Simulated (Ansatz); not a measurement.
# H20CO12: the cost of one run

Method: DFT r2SCAN+D3(BJ), plane waves, PAW, scalar-relativistic, no spin polarisation, in Ansatz 0.2.0.

## Step 1: The system as given

The cell holds 33 atoms (CH20O12): a = 7.153 Å, b = 7.153 Å, c = 7.153 Å, α = 90.00°, β = 90.00°, γ = 90.00°.

The coordinates stand in the first input below.

## Step 2: Preparing the start

Contents of input.yaml:

```yaml
crystal:
  lattice:
    - [7.15309, 0.0, 0.0]
    - [0.0, 7.15309, 0.0]
    - [0.0, 0.0, 7.15309]
  atoms:
    - { symbol: O, position: [0.7026106, 0.8580965, 0.8215546] }
    - { symbol: H, position: [0.8352221, 0.8795702, 0.8385135] }
    - { symbol: H, position: [0.6970781, 0.7526984, 0.7367302] }
    - { symbol: O, position: [0.6536957, 0.4824896, 0.3127059] }
    - { symbol: H, position: [0.6738889, 0.5975014, 0.2441562] }
    - { symbol: H, position: [0.5696998, 0.4115591, 0.2336611] }
    - { symbol: O, position: [0.2654563, 0.6722546, 0.3492206] }
    - { symbol: H, position: [0.2080487, 0.7522751, 0.2562925] }
    - { symbol: H, position: [0.1758135, 0.5721974, 0.3661695] }
    - { symbol: O, position: [0.3954753, 0.5707214, 1.0010791] }
    - { symbol: H, position: [0.4225615, 0.6998707, 1.0314328] }
    - { symbol: H, position: [0.2649721, 0.5722256, 0.965007] }
    - { symbol: O, position: [0.2269395, 0.9416601, 0.5678026] }
    - { symbol: H, position: [0.3315664, 0.9314903, 0.6531509] }
    - { symbol: H, position: [0.2294931, 1.0710965, 0.5281261] }
    - { symbol: O, position: [0.3873117, 0.3861211, 0.5916625] }
    - { symbol: H, position: [0.3387524, 0.4723539, 0.684077] }
    - { symbol: H, position: [0.40789, 0.4633839, 0.4823851] }
    - { symbol: O, position: [0.8066129, 0.9848298, 0.2448337] }
    - { symbol: H, position: [0.8048186, 1.0876492, 0.1567457] }
    - { symbol: H, position: [0.8069486, 0.8744758, 0.1663709] }
    - { symbol: O, position: [0.044316, 0.2540524, 0.2633202] }
    - { symbol: H, position: [-0.0352189, 0.3511201, 0.2124616] }
    - { symbol: H, position: [0.1698165, 0.296671, 0.2356106] }
    - { symbol: O, position: [0.5074342, 0.1228108, 1.0428164] }
    - { symbol: H, position: [0.4768971, 0.2356795, 0.9745324] }
    - { symbol: H, position: [0.464532, 0.0230064, 0.9619893] }
    - { symbol: O, position: [0.9943682, 0.1930944, 0.6104532] }
    - { symbol: H, position: [0.9460832, 0.3015487, 0.6755745] }
    - { symbol: H, position: [0.8880996, 0.1469816, 0.5403451] }
    - { symbol: C, position: [0.9704974, 0.5648041, 0.8267785] }
    - { symbol: O, position: [0.9719082, 0.5489823, 0.9907871] }
    - { symbol: O, position: [0.9690867, 0.580626, 0.6627699] }
basis:
  ecutwfc: 500.0
kpoints:
  mp_grid: { grid: [1, 1, 1] }
hamiltonian:
  xc: r2scan
  dispersion: d3bj
scf:
  occupations: { method: fermi_dirac, width: 0.05 }
  lower_state_search: "off"
relax:
  f_tol: 0.3
  max_steps: 15
  adjacent_minimum: "off"
```

Started as:

```
$ ansatz run input.yaml --threads 1 --pin off --max-ram 3072MiB --backend cpu --events-out ev --progress --plain --runs-dir out
```

Q: Estimate wall time and peak memory on 1 thread of Arm Neoverse V1, shared host.

About 8.3 min, with a peak of 1 GiB.
